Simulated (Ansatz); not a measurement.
# ClH6NOSi2: the cost of one run

All numbers are computed with the Python package of Ansatz 0.2.0. Level of theory: r2SCAN0/STO-3G.

## (1) Starting point

Bond lengths: N1–Si2 1.643 Å, Si2–O3 1.623 Å, Si2–Si4 2.272 Å, Si2–Cl5 2.053 Å, N1–H6 0.996 Å, N1–H7 1.046 Å, O3–H8 1.032 Å, Si4–H9 1.555 Å, Si4–H10 1.524 Å, Si4–H11 1.435 Å. Angles (14 of 16 angles, heavy atoms first): N1–Si2–O3 99.9°, N1–Si2–Si4 118.6°, N1–Si2–Cl5 109.6°, O3–Si2–Si4 112.1°, O3–Si2–Cl5 103.9°, Si4–Si2–Cl5 111.3°, Si2–N1–H6 113.4°, Si2–N1–H7 109.9°, Si2–O3–H8 116.4°, Si2–Si4–H9 109.9°, Si2–Si4–H10 111.7°, Si2–Si4–H11 114.6°, H6–N1–H7 104.3°, H9–Si4–H10 103.9°.

The script holds or builds the structure itself.

## (2) Script

The input, clh6nosi2.py:

```python
'''X-H bond energies of ClH6NOSi2 without relaxation.'''

import ansatz


def energy_of(molecule, charge=0, unpaired=0):
    calc = (
        molecule.calculation()
        .basis(gaussian='STO-3G')
        .functional('r2scan0')
        .accuracy('medium')
    )
    if charge:
        calc = calc.charge(charge)
    if unpaired:
        calc = calc.spin('collinear', total=unpaired)
    report = calc.run(threads=1).report
    if report['published_state_doubts']:
        print('  doubts:', report['published_state_doubts'])
    return report['free_energy_ev']

def without(molecule, index):
    rest = ansatz.Crystal.molecule()
    for i, site in enumerate(molecule.cartesian_sites):
        if i != index:
            rest = rest.atom(site.symbol, site.position_ang)
    return rest


def main() -> None:
    geometry_ang = [
        ('N', [-0.5906, 1.5641, 0.7236]),
        ('Si', [0.2752, 0.4268, -0.0864]),
        ('O', [1.4918, 0.2004, 0.9642]),
        ('Si', [-0.7449, -1.525, -0.6446]),
        ('Cl', [1.1837, 1.2858, -1.7153]),
        ('H', [-0.7294, 1.3458, 1.685]),
        ('H', [-0.0664, 2.4694, 0.7368]),
        ('H', [2.4401, 0.1383, 0.5615]),
        ('H', [-1.4258, -2.1426, 0.6092]),
        ('H', [-1.898, -1.3009, -1.6152]),
        ('H', [0.1297, -2.5191, -1.1981]),
    ]
    mol = ansatz.Crystal.molecule()
    for symbol, xyz in geometry_ang:
        mol = mol.atom(symbol, xyz)

    whole = energy_of(mol, 0)
    hydrogen = energy_of(ansatz.Crystal.molecule().atom('H', (0, 0, 0)), 0, 1)
    print(f'E(molecule) = {whole:.5f} eV, E(H) = {hydrogen:.5f} eV')
    for index in [6, 7, 10]:
        radical = energy_of(without(mol, index), 0, 1)
        print(f'H{index}: homolysis {96.485332 * (radical + hydrogen - whole):.1f} kJ/mol')


if __name__ == '__main__':
    main()
```

## (3) The run

Run with:

```console
$ python clh6nosi2.py
```

Q: Estimate wall time and peak memory on 1 thread of Arm Neoverse V1, shared host.

About 38 s, with a peak of 0.29 GiB.
